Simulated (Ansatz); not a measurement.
# AlClF₂: taking an electron away

How much energy removes an electron from AlClF₂ at fixed geometry? The cation is run at each level and the neutral's energy taken from earlier runs.

Computed with Ansatz 0.2.0, Gaussian basis. Level: unrestricted cation, the program's frozen cores in correlated methods.

The runs, in order: UKS PBE-D4/def2-TZVPP; UKS r2SCAN-D4/def2-TZVPP; UKS PBE0-D4/def2-TZVPP; UKS B3LYP-D4/def2-TZVPP; UKS wB97X-V/def2-TZVPP; UKS wB97M-V/def2-TZVPP; UKS B2PLYP/def2-TZVPP; UHF-CCSD(T)/def2-TZVPP; UHF-MP2/def2-QZVPP; extrapolation to the limit; then −ε(HOMO) from the neutral's earlier runs with LDA (SPW92), PBE-D4, revPBE-D4, BLYP-D4, r2SCAN-D4, B97M-V, PBE0-D4, B3LYP-D4, r2SCANh-D4, r2SCAN0-D4, HSE06-D4, BHLYP-D4, CAM-B3LYP-D4, LC-ωPBE, ωB97X-V, ωB97M-V.

## Step 1: The relaxed structure

All runs share one geometry, relaxed beforehand with PBE0-D4 in a triple-zeta def2 set.

SMILES `[F][Al]([F])[Cl]`, 4 atoms, charge 0, spin multiplicity 1.

Atoms are counted from 1 here; the program's logs count them from 0.

Bond lengths: F1–Al2 1.631 Å, Al2–F3 1.631 Å, Al2–Cl4 2.061 Å. Angles: F1–Al2–F3 119.0°, F1–Al2–Cl4 120.5°, F3–Al2–Cl4 120.5°.

## Step 2: Cation, UKS PBE-D4/def2-TZVPP

Input file in.yaml:

```yaml
crystal:
  periodic: [false, false, false]
  atoms:
    - {symbol: F, position_ang: [1.012181, 0.706385, 1.143912]}
    - {symbol: Al, position_ang: [0.083310, -0.065913, 0.048476]}
    - {symbol: F, position_ang: [0.287096, -1.668899, -0.170916]}
    - {symbol: Cl, position_ang: [-1.327088, 0.968126, -1.041772]}
basis:
  gaussian: {orbitals: def2-TZVPP}
total_charge: 1
magnetization: {spin_polarized: true, initial_magnetization: 1}
hamiltonian: {xc: pbe, dispersion: d4}
```

On the command line:

```sh
$ ansatz run in.yaml --threads 4 --pin off --events-out ev --progress --plain --max-ram 10444MiB
```

Further steps of the session: Cation, UKS r2SCAN-D4/def2-TZVPP; Cation, UKS PBE0-D4/def2-TZVPP; Cation, UKS B3LYP-D4/def2-TZVPP; Cation, UKS wB97X-V/def2-TZVPP; Cation, UKS wB97M-V/def2-TZVPP; Cation, UKS B2PLYP (frozen core)/def2-TZVPP; Cation, UHF-CCSD(T)/def2-TZVPP; Cation, UHF-MP2/def2-QZVPP.

Before running them: what should the planned runs give, taken together? Wanted: ionisation energy, CCSD(T)/CBS; nearest functional by difference; nearest −ε(HOMO); −ε(HOMO) of PBE; T1 of the cation.

As calculated:

```
                        quantity               value
  ionisation energy, CCSD(T)/CBS            12.95 eV
nearest functional by difference  ωB97X-V (-0.11 eV)
                nearest −ε(HOMO)  LC-ωPBE (-0.13 eV)
                 −ε(HOMO) of PBE             8.46 eV
                T1 of the cation               0.017
```

**Reading.** By cation minus neutral, the functionals miss by 0.74 eV at most. −ε(HOMO) of PBE misses by 4.5 eV, since self-interaction lifts the level. Among orbital estimates LC-ωPBE comes nearest. Hartree-Fock falls 1.18 eV short, as the neutral has more correlation energy than the cation. The cation may have settled in a state other than its lowest; no search over hole states beyond the program's own was made.
